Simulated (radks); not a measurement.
# Nuclear size and the levels of Ta

Aim: how the total energy, the levels and the density at the nucleus of Ta respond when the nuclear radius is scaled.

Method: Dirac Kohn-Sham, LDA (Slater exchange, Perdew-Wang correlation), spin-unpolarised, spherical densities, finite nucleus; open shells fill j = l - 1/2 first. Code: radks (a radial shooting solver on a logarithmic mesh, Libxc functionals) version 1.

### 1 Starting point

```
element            : tantalum (Z = 73)
charge             : 0
electrons          : 73
configuration      : [Xe] 4f14 5d3 6s2
nuclear rms radius : 5.3507 fm
```

### 2 rms radius 5.3507 fm

Input:

```text
Z 73
configuration [Xe] 4f14 5d3 6s2 6p0 7s0
relativity Dirac
functional lda,pw
spin unpolarised
j_filling energy
nucleus finite rms 5.3507 fm
c 137.035999084
```

### 3 rms radius 4.6498 fm

Settings, as their differences from step 2:

```diff
@@ -6,3 +6,3 @@
 j_filling energy
-nucleus finite rms 5.3507 fm
+nucleus finite rms 4.6498 fm
 c 137.035999084
```

### 4 rms radius 4.9976 fm

Settings, as their differences from step 3:

```diff
@@ -6,3 +6,3 @@
 j_filling energy
-nucleus finite rms 4.6498 fm
+nucleus finite rms 4.9976 fm
 c 137.035999084
```

### 5 rms radius 5.5273 fm

Settings, as their differences from step 4:

```diff
@@ -6,3 +6,3 @@
 j_filling energy
-nucleus finite rms 4.9976 fm
+nucleus finite rms 5.5273 fm
 c 137.035999084
```

### 6 rms radius 6.0837 fm

Settings, as their differences from step 5:

```diff
@@ -6,3 +6,3 @@
 j_filling energy
-nucleus finite rms 5.5273 fm
+nucleus finite rms 6.0837 fm
 c 137.035999084
```

**Question.** What will these runs give? Wanted: for each run, rms radius; total energy shift; density at nucleus; 1s1/2 shift; 2s1/2 shift; 5p1/2 shift; 6s1/2 shift; 6p1/2 shift.

The runs gave:

```csv
rms radius (fm),total energy shift (eV),density at nucleus (e/bohr³),1s1/2 shift (meV),2s1/2 shift (meV),5p1/2 shift (meV),6s1/2 shift (meV),6p1/2 shift (meV)
4.6498,-13.1,1.371e+06,-5317,-742,0.444,-0.425,0.152
4.9976,-6.75,1.338e+06,-2741,-383,0.229,-0.219,0.0785
5.3507,0,1.307e+06,0,0,0,0,0
5.5273,3.49,1.293e+06,1417,198,-0.118,0.113,-0.0406
6.0837,15.0,1.252e+06,6081,849,-0.506,0.486,-0.174
```

**Reading.** Shifts are against the first run. Over the range the 1s1/2 level moves by 11.4 eV and the 6p1/2 level by -0.326 meV. A larger nucleus binds the 1s electrons less and lowers the density at its centre. These are shifts of eigenvalues, not the field shifts of spectral lines.
